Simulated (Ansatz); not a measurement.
Crystal: GeCN2.

```
Ge N C
1.0
     1.79379    1.03565    4.92196
    -1.79379    1.03565    4.92196
     0.00000   -2.07129    4.92196
Ge N C
1 2 1
Direct
  0.00000 0.00000 0.00000
  0.58390 0.58390 0.58390
  0.41610 0.41610 0.41610
  0.50000 0.50000 0.50000
```

The cell comes from a database or a generator and needn't be the stable form of this composition.

```yaml
Program: Ansatz 0.2.0
Task: relaxation of cell and atoms
Functional: PBE0
Potentials_or_basis: Ansatz PAW
Cutoff: "420 eV (not typed: the program's choice for these potentials)"
k_mesh: 6 × 6 × 6
Occupations: fermi-dirac, width 0.05 eV
Spin: no spin polarisation
```

At the start: volume 13.72 Å³/atom.

Problem. Where does the relaxation end?

Solution. It ends after 7 steps and the volume is 13.51 Å³/atom (-1.5 %); space group R-3m (No. 166, to 0.05 Å).

The path:
```tsv
step	energy change (eV)	largest force (eV/Å)	volume (Å³)
1	0.0000	1.0042	54.86
2	-0.0183	0.1864	54.02
3	-0.0188	0.0234	54.03
4	-0.0188	0.0011	54.05
5	-0.0172	0.0006	54.05
6	-0.0172	0.0009	54.04
7	-0.0172	0.0010	54.04
```

Final structure:
```
Ge N C
1.0
     1.78962    1.03324    4.87074
    -1.78962    1.03324    4.87074
     0.00000   -2.06647    4.87074
Ge N C
1 2 1
Direct
  0.00000 0.00000 0.00000
  0.58388 0.58388 0.58388
  0.41612 0.41612 0.41612
  0.50000 0.50000 0.50000
```

Caveat: the plane-wave basis is chosen anew once the cell has moved, so the energies of steps on either side of that aren't comparable; the pressure holds a Pulay correction of +0.4 GPa for the finite cutoff; the PAW data sets come from PBE, with cores solved anew for the run's functional, which leaves a small shift of forces and pressure.
